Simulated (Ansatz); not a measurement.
# Ba: the cost of one run

Computed with Ansatz 0.2.0 (DFT LDA, scalar-relativistic, plane waves, PAW, unless a step's input says otherwise).

1 further run of the same task is left out (set aside as unsound or not needed).

## (1) The system as given

Symmetry: P6/mmm, No. 191, hexagonal system. Conventional cell: a = 4.312 Å, b = 4.312 Å, c = 3.913 Å, α = 90.00°, β = 90.00°, γ = 120.00°. Ba (site symmetry 6/mmm) has 8 Ba at 3.91 to 4.31 Å as nearest neighbours.

As a file:

```
CELL_PARAMETERS angstrom
4.31161 0.00000 0.00000
-2.15581 3.73397 0.00000
0.00000 0.00000 3.91341
ATOMIC_POSITIONS crystal
Ba 0.00000 0.00000 0.00000
```

It goes back to an entry of the Materials Project, which need not be the stable form.

No relaxation comes first: the listed cell is the starting point.

## (2) The reference cell

The reference gives a free energy of -5779.3720 eV, pressure -1.34 GPa, largest force 0.000 eV/Å and gap on the mesh none (metal). It was computed beforehand with the settings of the runs below.

## (3) The scan: energy and stress against strain

The cell is strained by ε times the Voigt pattern (0, 1, 0, 0, 0, 0) (xx, yy, zz, yz, xz, xy; engineering shear), with fractional coordinates fixed (clamped ions). The stress on the pattern is the sum of the stress components weighted by it, tension positive.

## (4) ε = -0.1000

The input, input.yaml:

```yaml
crystal:
  lattice:
    - [4.3116136979, 0.0, 0.0]
    - [-2.155806849, 3.3605702943, 0.0]
    - [0.0, 0.0, 3.9134133]
  atoms:
    - { symbol: Ba, position: [0.0, 0.0, 0.0] }
basis:
  ecutwfc: 420
kpoints:
  mp_grid: { grid: [15, 15, 12] }
hamiltonian:
  xc: lda
scf:
  occupations: { method: gaussian, width: 0.15 }
output:
  forces: true
  stress: true
  eigenvalues: true
```

What time and memory should one allow on 1 thread of an Arm CPU, shared host?

About 15 s, with a peak of 0.49 GiB.
